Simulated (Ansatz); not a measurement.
# C2HBrClF, SMILES FC=C(Cl)Br: vertical spin-state energies

Computed with the Ansatz DFT code, driven from Python.

Typed at the interpreter:
```pycon
>>> import ansatz as az
>>> SETTINGS = {
...     "basis_set": "def2-TZVP",
...     "functional": "HF",
... }
>>> geometry_ang = [
...     ("F", [-0.911, 1.2307, 0.9059]),
...     ("C", [-0.4637, 0.0589, 0.5917]),
...     ("C", [0.3165, -0.1477, -0.4596]),
...     ("Cl", [1.0135, -1.7363, -0.7544]),
...     ("Br", [0.8924, 1.1955, -1.6248]),
...     ("H", [-0.8056, -0.6652, 1.295]),
... ]
>>> system = az.Crystal.molecule()
>>> for symbol, xyz in geometry_ang:
...     system = system.atom(symbol, xyz)
...
>>> model = (
...     system.calculation()
...     .basis(gaussian=SETTINGS["basis_set"])
...     .functional(SETTINGS["functional"])
...     .scf(lower_state_search="off")
... )
>>> found = {}
>>> for unpaired in [0, 2]:
...     summary = model.spin("collinear", total=unpaired).run().report
...     s = unpaired / 2
...     found[unpaired] = summary["free_energy_ev"]
...     print(f"2S+1 = {unpaired + 1}: E = {found[unpaired]:.5f} eV, <S^2> = {abs(summary['mean_field']['state']['spin_squared']):.3f} (pure state {s * (s + 1):.2f})")
...
2S+1 = 1: E = -87286.08360 eV, <S^2> = 0.000 (pure state 0.00)
2S+1 = 3: E = -87282.75888 eV, <S^2> = 2.039 (pure state 2.00)
>>> lowest = min(found, key=found.get)
>>> for unpaired, e in found.items():
...     print(f"multiplicity {unpaired + 1}: {96.485332 * (e - found[lowest]):.1f} kJ/mol above the lowest")
...
multiplicity 1: 0.0 kJ/mol above the lowest
multiplicity 3: 320.8 kJ/mol above the lowest
```

In order: multiplicity 1 (+0.00 eV) and multiplicity 3 (+3.32 eV), all at the one geometry.

Reading the output:
- These settings explore the input space; basis and method may be short of convergence.
- The geometry is a force-field or estimated start, not a minimum of this method, and the basis set is short of its limit. All parts are taken at fixed geometry, without zero-point energy.
- Hartree-Fock leaves correlation out, so it favours high-spin states too much.
- The whole script took 19 s on 1 thread of Arm Neoverse V2, with other jobs on the host, peak memory 0.64 GiB.
